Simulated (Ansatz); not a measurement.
**Cu3O2 (I4/mmm): single point in Python**

What energy and properties does Cu3O2 (I4/mmm) have at the given structure? Wanted for Cu3O2 (I4/mmm): a single point.

All numbers are computed with Ansatz 0.2.0 through its Python package. Level of theory: DFT PBE, plane waves, PAW.

### Step 1. Starting point

The structure is tetragonal, space group I4/mmm (No. 139). Conventional cell: a = 4.046 Å, b = 4.046 Å, c = 7.347 Å, α = 90.00°, β = 90.00°, γ = 90.00°. Around Cu (site symmetry -4m2) lie 2 O at 1.84 Å. Cu (site symmetry 4/mmm) is surrounded by 4 O at 2.02 Å. Around O (site symmetry mmm) lie 4 Cu at 1.84 to 2.02 Å.

The script holds or builds the structure itself.

### Step 2. The script

scf_cu3o2.py reads:

```python
'''Ground state of Cu3O2 at the given structure.'''

import ansatz
from pymatgen.core import Lattice, Structure
from pymatgen.io.ase import AseAtomsAdaptor

pmg_structure = Structure(
    Lattice([(-2.022982, 2.022982, 3.673617), (2.022982, -2.022982, 3.673617), (2.022982, 2.022982, -3.673617)]),
    ['Cu', 'Cu', 'Cu', 'O', 'O'],
    [
        (0.25, 0.75, 0.5),
        (0.75, 0.25, 0.5),
        (0.0, 0.0, 0.0),
        (0.0, 0.5, 0.5),
        (0.5, 0.0, 0.5),
    ],
)
cell = ansatz.Crystal.from_ase(AseAtomsAdaptor.get_atoms(pmg_structure))

# settings of the run
setup = (
    cell.calculation()
    .functional('pbe')
    .basis(420)
    .kpoints(8, center='gamma')
    .occupations('Methfessel-Paxton', width=0.15)
    .forces()
    .band_table()
)
out = setup.run(threads=1, pin='off')
r = out.report

energy = r['free_energy_ev']
print('Cu3O2: {:.6f} eV = {:.6f} Ry = {:.6f} Ha'.format(energy, energy / 13.605693, energy / 27.211386))
print('Fermi level {:.4f} eV, {} k-points, {} symmetry operations'.format(r['fermi_energy_ev'], r['n_kpoints'], r['n_symmetry_ops']))

if out.unlabelled_reasons:
    print('not a label:', out.unlabelled_reasons)
else:
    print(out.training_frame().splitlines()[0], 'atoms in the frame')

fermi = r['fermi_energy_ev']
print('levels less the Fermi level (eV) at the first k-points')
for k, levels in list(zip(r['kpoints_frac'], r['eigenvalues_ev']))[:4]:
    print('k = ({:.3f}, {:.3f}, {:.3f})'.format(*k))
    print('   ', ' '.join(f'{e - fermi:.3f}' for e in levels))

used = r['setup']
print('cutoffs (eV):', used['ecut_ev'], used['ecutrho_ev'], ' FFT grid:', used['fft_dense'])
print('cell volume {:.3f} A^3, {} symmetry operations'.format(used['cell_volume_ang3'], used['n_sym_ops']))
```

### Step 3. The input behind the calls

The package turns the script's settings into the engine's input:

```yaml
crystal:
  lattice:
    - [-2.022982, 2.022982, 3.673617]
    - [2.022982, -2.022982, 3.673617]
    - [2.022982, 2.022982, -3.673617]
  atoms:
    - { symbol: Cu, position: [0.25, 0.75, 0.5] }
    - { symbol: Cu, position: [0.75, 0.25, 0.5] }
    - { symbol: Cu, position: [0.0, 0.0, 0.0] }
    - { symbol: O, position: [0.0, 0.5, 0.5] }
    - { symbol: O, position: [0.5, 0.0, 0.5] }
basis:
  ecutwfc: 420.0
kpoints:
  mp_grid:
    grid: [8, 8, 8]
    shift: [0.0, 0.0, 0.0]
hamiltonian:
  xc: pbe
scf:
  occupations:
    method: methfessel_paxton
    width: 0.15
output:
  forces: true
  eigenvalues: true
```

### Step 4. Running it

Run with:

```
$ python scf_cu3o2.py
```

Q: Predict the main results. Wanted: free energy; gap on the mesh; largest force.

The runs gave:

| quantity | value |
| --- | --- |
| free energy | -21006.9740 eV (-4201.3948 eV/atom) |
| gap on the mesh | none |
| largest force | 0.000 eV/Å |

What this shows: Filled and empty levels meet on the mesh: no gap at this level. All forces vanish by symmetry. Reading the output:
- The cell holds an odd number of electrons and is run without spin, so a magnetic state may lie lower.
- The mesh is modest for a metal, so energies can be off by several to tens of meV an atom and pressures by half a GPa or more; differences at equal mesh fare better.
- Only differences from the Fermi energy are physical; the zero of the scale is a convention.
- Without a Hubbard U or exact exchange, semilocal functionals often make such 3d compounds metallic or too weakly gapped.
- The structure comes from a database of computed cells and needn't be a stable or known phase.
- Gaps and levels are Kohn-Sham values on a finite set of k-points.
